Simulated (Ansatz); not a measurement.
This script for Ansatz 0.2.0, Python API starts 5 runs on BH5O3Si, SMILES B[Si](O)(O)O. What input does the engine get in each?

`methods.py`
```python
from dataclasses import dataclass
from pathlib import Path

import ansatz as az
import numpy as np


@dataclass
class Options:
    basis: str = "def2-SVP"


settings = Options()

geometry_ang = [
    ("B", [-1.3143, -0.0792, -0.6592]),
    ("Si", [0.273, 0.1153, 0.3586]),
    ("O", [1.0022, -1.4174, 0.4568]),
    ("O", [-0.0188, 0.6976, 1.9328]),
    ("O", [1.3387, 1.2225, -0.4263]),
    ("H", [-2.1212, 0.8858, -0.63]),
    ("H", [-1.2874, -0.6286, -1.6852]),
    ("H", [1.2888, -1.6475, -0.471]),
    ("H", [-0.6129, -0.0265, 2.3942]),
    ("H", [1.5349, 0.8269, -1.2679]),
]
mol = az.Crystal.molecule()
for symbol, xyz in geometry_ang:
    mol = mol.atom(symbol, xyz)

job = mol.calculation().basis(gaussian=settings.basis)

print("functional    E (Ha)        dipole (D)   HOMO (eV)  LUMO (eV)")
for name in ["hf", "blyp", "r2scan0", "hse06", "cam_b3lyp"]:
    report = job.functional(name).forces().orbitals().run(threads=1, backend="cpu", runs_dir="runs").report
    lines = Path(report["orbitals_path"]).read_text().splitlines()
    field_of = lambda key: [line.split("=")[1].strip() for line in lines if line.startswith(key)]
    orbitals = [(27.211386 * float(e), s, float(n)) for e, s, n in zip(field_of("Ene="), field_of("Spin="), field_of("Occup="))]
    homo = max(e for e, _, n in orbitals if n > 0.5)
    lumo = min(e for e, _, n in orbitals if n < 0.5)
    dipole = 4.803205 * np.linalg.norm(report["charge_distribution"]["dipole_moment_e_ang"])
    print(f"{name:10s} {report['free_energy_ev'] / 27.211386246:14.6f} {dipole:9.3f} {homo:11.3f} {lumo:10.3f}")
```

Run 1:
```yaml
crystal:
  periodic: [false, false, false]
  atoms:
    - { symbol: B, position_ang: [-1.3143, -0.0792, -0.6592] }
    - { symbol: Si, position_ang: [0.273, 0.1153, 0.3586] }
    - { symbol: O, position_ang: [1.0022, -1.4174, 0.4568] }
    - { symbol: O, position_ang: [-0.0188, 0.6976, 1.9328] }
    - { symbol: O, position_ang: [1.3387, 1.2225, -0.4263] }
    - { symbol: H, position_ang: [-2.1212, 0.8858, -0.63] }
    - { symbol: H, position_ang: [-1.2874, -0.6286, -1.6852] }
    - { symbol: H, position_ang: [1.2888, -1.6475, -0.471] }
    - { symbol: H, position_ang: [-0.6129, -0.0265, 2.3942] }
    - { symbol: H, position_ang: [1.5349, 0.8269, -1.2679] }
basis:
  gaussian:
    orbitals: def2-SVP
hamiltonian:
  xc: hf
output:
  orbitals: {}
  forces: true
```

Run 2, against run 1:
```diff
-  xc: hf
+  xc: blyp
```

Run 3, against run 1:
```diff
-  xc: hf
+  xc: r2scan0
```

Run 4, against run 1:
```diff
-  xc: hf
+  xc: hse06
```

Run 5, against run 1:
```diff
-  xc: hf
+  xc: cam_b3lyp
```

```console
$ python methods.py
functional    E (Ha)        dipole (D)   HOMO (eV)  LUMO (eV)
hf            -540.887971     3.956     -11.683      0.634
blyp          -542.730975     2.947      -6.280     -3.640
r2scan0       -542.597889     3.473      -8.213     -2.808
hse06         -542.375400     3.334      -7.550     -3.343
cam_b3lyp     -542.706597     3.426      -9.358     -1.791
```

Total energies depend on the basis set; only differences at equal settings carry meaning. The geometry is a force-field or estimated start, not a minimum of this method, and the basis set is short of its limit. A lower total doesn't mark the better method: functionals have no common bound, and MP2 and coupled cluster aren't variational. Levels such as HOMO and LUMO are orbital energies: with these approximate functionals they aren't the ionisation energy and electron affinity, and their gap isn't the fundamental gap. hse06 follows the composition of plane-wave codes, whose totals differ by tens of mHa, up to about 0.1 Ha, from the form usual in Gaussian-basis programs (wpbeh). Wall time of the script: 21 s on 1 thread of Arm Neoverse V1, on a shared host, peak memory 0.29 GiB.
